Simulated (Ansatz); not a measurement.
# CH₄AlFOSi: small, medium and large basis sets

One table from this session's results is given with a row withheld; the runs are named, their logs left out.

Method: one geometry, several basis sets; program: Ansatz 0.2.0, Gaussian basis.

Levels to be run: PBE0-D4/def2-SVP; ωB97M-V/def2-SVP; PBE0-D4/def2-QZVPP; ωB97M-V/def2-QZVPP; the functionals' def2-TZVPP values are taken from earlier runs.

**The relaxed structure**

The geometry comes from an earlier relaxation with PBE0-D4 in a triple-zeta def2 set; it is a stationary point, not always the lowest conformer.

SMILES `[F][Al]1[O]C[SiH2]1`, 9 atoms, charge 0, spin multiplicity 1.

Atoms are counted from 1 here; the program's logs count them from 0.

Bond lengths: F1–Al2 1.642 Å, Al2–O3 1.718 Å, Al2–Si5 2.388 Å, O3–C4 1.441 Å, C4–Si5 1.934 Å, C4–H6 1.095 Å, C4–H7 1.095 Å, Si5–H8 1.488 Å, Si5–H9 1.488 Å. Angles: F1–Al2–O3 126.3°, F1–Al2–Si5 153.0°, O3–Al2–Si5 80.7°, Al2–O3–C4 104.0°, O3–C4–Si5 105.7°, O3–C4–H6 109.6°, O3–C4–H7 109.6°, Si5–C4–H6 111.9°, Si5–C4–H7 111.9°, H6–C4–H7 108.1°, Al2–Si5–C4 69.6°, Al2–Si5–H8 121.6°, Al2–Si5–H9 121.6°, C4–Si5–H8 114.8°, C4–Si5–H9 114.8°, H8–Si5–H9 108.9°.

As a file:

```mol
CH4AlFOSi
  3D, bonds by distance, orders not assigned

  9  9  0  0  0  0  0  0  0  0999 V2000
   -1.8676   -2.3541    1.3608 F   0  0
   -0.9356   -1.1841    0.6841 Al  0  0
   -1.2209    0.5084    0.7485 O   0  0
   -0.1221    1.0747    0.0070 C   0  0
    0.9492   -0.4271   -0.5724 Si  0  0
   -0.5092    1.6513   -0.8391 H   0  0
    0.4430    1.7555    0.6515 H   0  0
    2.3262   -0.4644   -0.0100 H   0  0
    1.0255   -0.6064   -2.0475 H   0  0
  1  2  8  0
  2  3  8  0
  3  4  8  0
  4  5  8  0
  4  6  8  0
  4  7  8  0
  5  8  8  0
  5  9  8  0
  2  5  8  0
M  END
```

Set-up of the first run:

in.yaml reads:

```yaml
crystal:
  periodic: [false, false, false]
  atoms:
    - {symbol: F, position_ang: [-1.867643, -2.354096, 1.360771]}
    - {symbol: Al, position_ang: [-0.935608, -1.184128, 0.684067]}
    - {symbol: O, position_ang: [-1.220860, 0.508417, 0.748544]}
    - {symbol: C, position_ang: [-0.122098, 1.074705, 0.007017]}
    - {symbol: Si, position_ang: [0.949224, -0.427147, -0.572429]}
    - {symbol: H, position_ang: [-0.509245, 1.651323, -0.839074]}
    - {symbol: H, position_ang: [0.443041, 1.755482, 0.651533]}
    - {symbol: H, position_ang: [2.326195, -0.464405, -0.010050]}
    - {symbol: H, position_ang: [1.025498, -0.606351, -2.047479]}
basis:
  gaussian: {orbitals: def2-SVP}
hamiltonian: {xc: pbe0, dispersion: d4}
output: {orbitals: {seedname: orbitals}}
```

The run is started by

```bash
ansatz run in.yaml --threads 4 --pin off --events-out ev --progress --plain --max-ram 10444MiB
```

Steps of the session up to this table: PBE0-D4 in def2-SVP; ωB97M-V in def2-SVP; PBE0-D4 in def2-QZVPP; ωB97M-V in def2-QZVPP.

One of the session's tables, all rows but one given; the rest of the session is left out.

It belongs to the step «Density functionals: the series». 

```
functional       basis  HOMO (eV)
   PBE0-D4    def2-SVP      -7.71
   PBE0-D4  def2-TZVPP      -7.71
   PBE0-D4  def2-QZVPP          ?
   ωB97M-V    def2-SVP      -9.69
   ωB97M-V  def2-TZVPP      -9.71
   ωB97M-V  def2-QZVPP      -9.73
```

**Question.** Estimate the row for PBE0-D4, def2-QZVPP.

As computed: HOMO (eV): -7.72. In the column «HOMO (eV)» it lies between ωB97M-V, def2-SVP (-9.69) and PBE0-D4, def2-SVP (-7.71).
